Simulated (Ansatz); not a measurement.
# Si13O24: the cost of one run

Method: DFT PBE, plane waves, PAW, scalar-relativistic, no spin polarisation, in Ansatz 0.2.0.

## Step 1: Starting point

The cell holds 37 atoms (O24Si13): a = 7.326 Å, b = 7.326 Å, c = 9.833 Å, α = 70.39°, β = 70.39°, γ = 71.07°.

Its coordinates follow in the input file.

## Step 2: Relaxing the start

The input, input.yaml:

```yaml
accuracy: low
crystal:
  lattice:
    - [-2.458279, 4.257864, 5.431625]
    - [4.916558, 0.0, 5.431625]
    - [4.916558, 8.515728, 0.0]
  atoms:
    - { symbol: Si, position: [0.4010658, 0.9322676, 0.0338662] }
    - { symbol: Si, position: [0.0, 0.0, 0.2656009] }
    - { symbol: Si, position: [0.0989342, 0.5677325, 0.9505329] }
    - { symbol: O, position: [0.5673605, 0.9804591, 0.0820396] }
    - { symbol: O, position: [0.5748566, 0.3062964, 0.1403025] }
    - { symbol: O, position: [0.1795123, 0.034974, 0.1167931] }
    - { symbol: O, position: [0.3204877, 0.465026, 0.9740363] }
    - { symbol: O, position: [0.9251434, 0.1937036, 0.330879] }
    - { symbol: O, position: [0.9326395, 0.5195409, 0.1059494] }
    - { symbol: Si, position: [0.4010658, 0.9322676, 0.5338662] }
    - { symbol: Si, position: [0.0, 0.0, 0.7656009] }
    - { symbol: Si, position: [0.0989342, 0.5677325, 0.4505329] }
    - { symbol: O, position: [0.5673605, 0.9804591, 0.5820396] }
    - { symbol: O, position: [0.5748566, 0.3062964, 0.6403025] }
    - { symbol: O, position: [0.1795123, 0.034974, 0.6167931] }
    - { symbol: O, position: [0.3204877, 0.465026, 0.4740363] }
    - { symbol: O, position: [0.9251434, 0.1937036, 0.830879] }
    - { symbol: O, position: [0.9326395, 0.5195409, 0.6059494] }
    - { symbol: Si, position: [0.9010658, 0.4322675, 0.2838662] }
    - { symbol: Si, position: [0.5, 0.5, 0.5156009] }
    - { symbol: Si, position: [0.5989342, 0.0677325, 0.2005329] }
    - { symbol: O, position: [0.0673605, 0.4804591, 0.3320396] }
    - { symbol: O, position: [0.0748566, 0.8062964, 0.3903025] }
    - { symbol: O, position: [0.6795123, 0.534974, 0.3667931] }
    - { symbol: O, position: [0.8204877, 0.965026, 0.2240363] }
    - { symbol: O, position: [0.4251434, 0.6937036, 0.580879] }
    - { symbol: O, position: [0.4326395, 0.0195409, 0.3559494] }
    - { symbol: Si, position: [0.9010658, 0.4322675, 0.7838662] }
    - { symbol: Si, position: [0.5, 0.5, 0.0156009] }
    - { symbol: Si, position: [0.5989342, 0.0677324, 0.7005329] }
    - { symbol: O, position: [0.0673605, 0.4804591, 0.8320396] }
    - { symbol: O, position: [0.0748566, 0.8062964, 0.8903025] }
    - { symbol: O, position: [0.6795123, 0.534974, 0.8667931] }
    - { symbol: O, position: [0.8204877, 0.965026, 0.7240363] }
    - { symbol: O, position: [0.4251434, 0.6937036, 0.080879] }
    - { symbol: O, position: [0.4326395, 0.0195409, 0.8559494] }
    - { symbol: Si, position: [0.4974142, 0.5092132, 0.7669655] }
basis:
  ecutwfc: 420.0
kpoints:
  mp_grid: { grid: [1, 1, 1] }
hamiltonian:
  xc: pbe
  pseudopotentials: { kind: paw, azcp: { folder: soft_1 } }
scf:
  occupations: { method: fermi_dirac, width: 0.05 }
  lower_state_search: "off"
relax:
  f_tol: 0.08
  max_steps: 25
  adjacent_minimum: "off"
```

Command:

```bash
> ansatz run input.yaml --threads 1 --pin off --max-ram 3072MiB --backend cpu --events-out ev --progress --plain --runs-dir out
```

Q: Estimate wall time and peak memory on 1 thread of Arm Neoverse V1, shared host.

About 63 s, with a peak of 0.49 GiB.
